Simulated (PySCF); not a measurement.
**TlO: bond curves at several levels of theory**

The task here is to estimate one member of a computed series from the others.

Computed with PySCF 2.14.0. Level: Tl x2c-TZVPPall, O x2c-TZVPPall, spin-free X2C with a Gaussian nucleus.

Set-up of the first run:

The job is set up so:

| Property | Result |
| --- | --- |
| atoms | Tl, O |
| charge | 0 |
| basis | Tl x2c-TZVPPall, O x2c-TZVPPall |
| Hamiltonian | spin-free X2C with a Gaussian nucleus |
| basis functions | 114 |
| electrons treated | 89 |
| masses in u | 204.9744, 15.9949 |
| levels | PBE0, PBE, r²SCAN, BLYP, PBEsol, M06, PW91, ωB97M-V, HF, MP2, SCS-MP2, CCSD, CCSD(T) |
| grid | 80 radial by 434 angular points |
| occupations | held fixed by the projection of orbital angular momentum |
| dissociation limit | Tl + O, each in its ground configuration |
| starting distance in angstrom | 2.030 |
| values of 2S to try | 1, 3 |

Run with:

```
OMP_NUM_THREADS=2 python dia.py task.json out
```

Steps of the session up to this table: Set-up; First curve: PBE0; Excited determinants; PBE (GGA); r²SCAN (meta-GGA); BLYP; PBEsol; M06 (hybrid meta-GGA); PW91; ωB97M-V (range-separated hybrid); UHF (mean field); Correlated methods on the Hartree–Fock reference.

One of the session's tables, all rows but one given; the rest of the session is left out.

It belongs to the step «The curves together». Energy (eV) from each level's lowest point:

| R (Å) | UHF | UHF-MP2 | UHF-SCS-MP2 | UHF-CCSD | UHF-CCSD(T) |
| --- | --- | --- | --- | --- | --- |
| 1.877 | 0.824 | 0.843 | 0.890 | n/a | n/a |
| 1.965 | 0.349 | 0.367 | 0.399 | 0.373 | 0.385 |
| 2.052 | ? | ? | ? | ? | ? |
| 2.118 | 0.017 | 0.023 | 0.031 | 0.024 | 0.028 |
| 2.183 | 0.000 | 0.000 | 0.000 | 0.000 | 0.000 |
| 2.248 | 0.032 | 0.027 | 0.019 | 0.025 | 0.022 |
| 2.336 | 0.128 | 0.119 | 0.103 | 0.115 | 0.107 |
| 2.445 | 0.304 | 0.295 | 0.270 | 0.286 | 0.272 |
| 2.576 | 0.557 | 0.562 | 0.529 | 0.538 | 0.520 |
| 2.751 | 0.908 | 1.049 | 1.021 | n/a | n/a |

Estimate the missing values for R (Å) = 2.052.

Worked estimate for «UHF». A straight line through the neighbours (1.965, 0.349) and (2.118, 0.017) gives 0.349 + (0.017 − 0.349) × (2.052 − 1.965) / (2.118 − 1.965) = 0.160; a parabola fitted to 4 rows on both sides gives 0.090.

The run gave: UHF: 0.099; UHF-MP2: 0.111; UHF-SCS-MP2: 0.129; UHF-CCSD: 0.114; UHF-CCSD(T): 0.122. In «UHF» the line misses by +0.061 and the parabola by -0.009.
